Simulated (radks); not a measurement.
# Kr⁴⁺ in [Ar] 3d10 4s2 4p2: an all-electron calculation

What are the levels of the krypton ion Kr4+, how large are its shells, and how does its energy divide?

Method: scalar-relativistic Kohn-Sham, r2SCAN, spin-unpolarised, spherical densities, finite nucleus. Code: radks (a radial shooting solver on a logarithmic mesh, Libxc functionals) version 1.

### 1 What is computed

```
element            : krypton (Z = 36)
charge             : +4
electrons          : 32
configuration      : [Ar] 3d10 4s2 4p2
nuclear rms radius : 4.1884 fm
```

Outer shells as boxes (Hund's rule):

Kr⁴⁺
```
[Ar] core
3d [↑↓][↑↓][↑↓][↑↓][↑↓]
4s [↑↓]
4p [↑ ][↑ ][  ]
```

### 2 Self-consistent calculation

Input:

```text
Z 36
configuration [Ar] 3d10 4s2 4p2 5s0 4d0
relativity scalar-relativistic
functional r2scan,r2scan
spin unpolarised
nucleus finite rms 4.1884 fm
c 137.035999084
```

Command:

```bash
python run_ks.py task.json out
```

This one command runs every case of the session in turn.

What does the calculation give?

As calculated:

```
                        quantity                value
                    total energy  -2786.03236 hartree
exchange-correlation share of it               3.41 %
                            −T/E               1.0230
          highest occupied level       4p, -56.611 eV
    most extended occupied level  4p, <r> = 1.60 bohr
 radius at density 0.001 e/bohr³            3.05 bohr
    maxima of the radial density                    3
         ionisation energy, NIST  64.7 (semi-emp.) eV
```

What this shows: The radial density shows 3 maxima for 4 occupied principal shells; where shells overlap, one shows as a shoulder or not at all. Relativity lifts −T/E to 1.023. The top level binds by 56.611 eV, 88 % of the NIST ionisation energy of 64.7 eV; the potential of a semilocal functional falls off too fast, so its top eigenvalue is too shallow. Spin polarisation and multiplet splitting are left out.
